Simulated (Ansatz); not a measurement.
# GaHP2: the cost of one run

Program: Ansatz 0.2.0, Gaussian basis. Level of theory: cc-pVDZ, all electrons in the functionals, frozen cores in the correlation of double hybrids and RPA. These are calculated values, not measurements.

Plan: wB97M-V, B2PLYP, RPA-PBE, at charge 0, triplet; charge 0, singlet; charge 0, quintet; charge 1, doublet; charge 1, quartet; displaced geometry v1; displaced geometry v2.

38 further runs of the same task are left out: 10 for a known fault of the program, 15 that didn't finish, 13 set aside as unsound or not needed.

## (1) The system

The geometry is a PBE0/def2-TZVP stationary point (not a proven minimum). No spin-orbit coupling is included. The filled d shell of Ga may be among the frozen orbitals whatever the setting's name suggests; the logs give the count.

4 atoms, charge 0, spin multiplicity 3.

Atoms are counted from 1 here; the program's logs count them from 0.

Bond lengths: Ga1–P2 2.388 Å, Ga1–H4 1.620 Å, P2–P3 1.988 Å. Angles: P2–Ga1–H4 117.9°, Ga1–P2–P3 87.6°.

No dispersion term is added; wB97M-V holds VV10 nonlocal correlation.

The geometry shown and the zero of energy belong to the point charge 0, triplet. The yardstick, UCCSDT(Q), and other wave-function levels (R restricted, U unrestricted, valence and pair active spaces) come from earlier runs.

## (2) wB97M-V, charge 0, triplet

File in.yaml:

```yaml
crystal:
  periodic: [false, false, false]
  atoms:
    - {symbol: Ga, position_ang: [0.000000, -0.179040, 1.166689]}
    - {symbol: P, position_ang: [0.000000, 1.060966, -0.874147]}
    - {symbol: P, position_ang: [0.000000, -0.679126, -1.835334]}
    - {symbol: H, position_ang: [0.000000, 0.651058, 2.557459]}
basis:
  gaussian: {orbitals: cc-pVDZ}
magnetization: {spin_polarized: true, initial_magnetization: 2}
hamiltonian: {xc: {name: wB97M-V}}
output: {forces: true, orbitals: {seedname: orbitals}}
```

The run is started by

```
$ ansatz run in.yaml --threads 1 --pin off --events-out ev --progress --plain --max-ram 2393MiB
```

Q: Estimate wall time and peak memory on 1 thread of Arm Neoverse V2, shared host.

About 30 s, with a peak of 0.33 GiB.
